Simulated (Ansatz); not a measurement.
Consider vertical spin-state energies of AlBr2HS, SMILES [SH][Al]([Br])[Br] (the Python package of Ansatz (0.2.0)).

Script `albr2hs.py`:
```python
import ansatz

molecule = (
    ansatz.Crystal.molecule()
    .atom('S', [0.1986, 1.7409, -0.4123])
    .atom('Al', [0.2434, -0.4592, -0.1041])
    .atom('Br', [1.4189, -1.3382, 1.7274])
    .atom('Br', [-0.8037, -1.9074, -1.6005])
    .atom('H', [-1.0073, 1.8903, 0.348])
)

model = (
    molecule.calculation()
    .basis(gaussian='cc-pVDZ')
    .functional('R2SCAN0')
)
found = {}
for unpaired in [0, 2]:
    summary = model.spin('collinear', total=unpaired).run().report
    s = unpaired / 2
    found[unpaired] = summary['free_energy_ev']
    print(f'2S+1 = {unpaired + 1}: E = {found[unpaired]:.5f} eV, <S^2> = {abs(summary["mean_field"]["state"]["spin_squared"]):.3f} (pure state {s * (s + 1):.2f})')
lowest = min(found, key=found.get)
for unpaired, e in found.items():
    print(f'multiplicity {unpaired + 1}: {96.485332 * (e - found[lowest]):.1f} kJ/mol above the lowest')
```

Which spin state is lowest at this geometry, and how far above lie the others?

In order: multiplicity 1 (+0.00 eV) and multiplicity 3 (+4.52 eV), all at the one geometry.

The output:

```console
$ python albr2hs.py
2S+1 = 1: E = -157541.96836 eV, <S^2> = 0.000 (pure state 0.00)
2S+1 = 3: E = -157537.45058 eV, <S^2> = 2.012 (pure state 2.00)
multiplicity 1: 0.0 kJ/mol above the lowest
multiplicity 3: 435.9 kJ/mol above the lowest
```

Notes:
- Total energies depend on the basis set; only differences at equal settings carry meaning.
- The geometry is a force-field or estimated start, not a minimum of this method, and the basis set is short of its limit. All parts are taken at fixed geometry, without zero-point energy.
- Hardware and time: 76 s on 1 thread of Intel(R) Xeon(R) Platinum 8259CL CPU @ 2.50GHz (Skylake/Cascade Lake), on a shared host, peak memory 0.55 GiB.

(Lines on the test bed's own set-up are left out of the output.)
